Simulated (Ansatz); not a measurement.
# Ca (fcc type): the cost of one run

Computed with Ansatz 0.2.0 (DFT, LDA, all-electron LAPW, scalar-relativistic, unless a step's input says otherwise).

## Step 1: The structure to begin with

Symmetry: Fm-3m, No. 225, cubic system. The conventional cell has a = 3.970 Å, b = 3.970 Å, c = 3.970 Å, α = 90.00°, β = 90.00°, γ = 90.00°. Ca (site symmetry m-3m) is surrounded by 12 Ca at 2.81 Å.

Coordinates:

```xyz
1
Lattice="0.0000 1.9850 1.9850 1.9850 0.0000 1.9850 1.9850 1.9850 0.0000" Properties=species:S:1:pos:R:3 pbc="T T T"
Ca    0.0000    0.0000    0.0000
```

## Step 2: Fcc relaxed under pressure, LAPW

File input.yaml:

```yaml
crystal:
  lattice:
    - [0.0, 1.98501165, 1.98501165]
    - [1.98501165, 0.0, 1.98501165]
    - [1.98501165, 1.98501165, 0.0]
  atoms:
    - { symbol: Ca, position: [0.0, 0.0, 0.0] }
kpoints:
  mp_grid: { grid: [17, 17, 17] }
scf:
  occupations: { method: fermi_dirac, width: 0.08 }
hamiltonian:
  xc: lda
  pseudopotentials: { kind: all_electron, lapw: { basis_error: 0.0005 } }
output:
  forces: true
  stress: true
  eigenvalues: true
relax:
  f_tol: 0.005
  max_steps: 12
  cell: { p_target: 55.0, stress_tol: 0.03 }
```

On the command line:

```bash
$ ansatz run input.yaml --threads 1 --pin off --max-ram 3584MiB --backend cpu --events-out ev --progress --plain --runs-dir out
```

Q: Estimate wall time and peak memory on 1 thread of Arm Neoverse V1, shared host.

About 15 s, with a peak of 0.3 GiB.
